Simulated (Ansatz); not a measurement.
# The Cl atom: r²SCAN0 and r²SCANh against r²SCAN

How do the levels and moments change when part of the exchange is made exact, and what does it cost? r²SCAN is run first for comparison.

Method: DFT, plane waves (500 eV) with PBE-made PAW files, scalar-relativistic; functionals as named at each step, in Ansatz 0.2.0.

## (1) The system in its box

A box of 14.0 × 14.4 × 14.8 Å, with unequal sides, keeps the periodic images far apart.

As a file:

```
CELL_PARAMETERS angstrom
14.00000 0.00000 0.00000
0.00000 14.40000 0.00000
0.00000 0.00000 14.80000
ATOMIC_POSITIONS crystal
Cl 0.50000 0.50000 0.50000
```

## (2) r²SCAN single point

The run with r²SCAN.

Contents of input.yaml:

```yaml
crystal:
  lattice:
    - [14.0, 0.0, 0.0]
    - [0.0, 14.4, 0.0]
    - [0.0, 0.0, 14.8]
  atoms:
    - { symbol: Cl, position: [0.5, 0.5, 0.5], spin: 1.0 }
  symmetry: { detect: false, time_reversal: true }
hamiltonian:
  xc: r2scan
  pseudopotentials:
    kind: paw
    azcp:
      Cl: "pseudopotentials/Cl.paw.azcp"
basis:
  ecutwfc: 500
  fft_grid_basis: typed
kpoints:
  mp_grid: { grid: [1, 1, 1], shift: [0, 0, 0] }
magnetization:
  spin_polarized: true
scf:
  occupations: { method: fermi_dirac, width: 0.01 }
```

Command:

```
> ansatz run input.yaml --threads 4 --pin off --max-ram 10240MiB --backend cpu --events-out ev --progress --plain --runs-dir out
```

## (3) r²SCAN0 single point

The run with r²SCAN0.

input.yaml, as its differences from that of step 2:

```diff
@@ -9,3 +9,3 @@
 hamiltonian:
-  xc: r2scan
+  xc: r2scan0
   pseudopotentials:
```

## (4) r²SCANh

The run with r²SCANh.

input.yaml, as its differences from that of step 3:

```diff
@@ -9,3 +9,3 @@
 hamiltonian:
-  xc: r2scan0
+  xc: r2scanh
   pseudopotentials:
```

(Steps that only read results are left out.)

**Question.** What will these runs give? Wanted: r²SCAN: gap; r²SCAN: magnetic state; r²SCAN0: gap; r²SCAN0: magnetic state; r²SCANh: gap; r²SCANh: magnetic state; r²SCAN0: above the element's usual form.

**Answer**, as computed:

| quantity | value |
| --- | --- |
| r²SCAN: gap | 1.27 eV |
| r²SCAN: magnetic state | total moment 1.00 μB |
| r²SCAN0: gap | 3.94 eV |
| r²SCAN0: magnetic state | total moment 1.00 μB |
| r²SCAN0: SCF cycles, exchange loops | 18, 2 |
| r²SCAN0: CPU time over that of r²SCAN | 0.13 |
| r²SCANh: gap | 2.34 eV |
| r²SCANh: magnetic state | total moment 1.00 μB |
| r²SCANh: SCF cycles, exchange loops | 17, 2 |
| r²SCANh: CPU time over that of r²SCAN | 0.13 |
| r²SCAN0: above the element's usual form (Cl2 molecule) | 1.19 eV/atom |

In words: The gap goes from 1.27 eV under r²SCAN to 3.94 eV under r²SCAN0. r²SCAN0 took less CPU time than r²SCAN here, which is no rule: the r²SCAN run spent more cycles, searches or output. r²SCANh gives a gap of 2.34 eV. The exchange operator of r²SCAN0 was renewed in 2 outer loops. The atom lies 1.19 eV above the element's usual form under r²SCAN0 (from a run of its own). Absolute energies differ from functional to functional, by eV per atom at times, and say nothing by themselves.
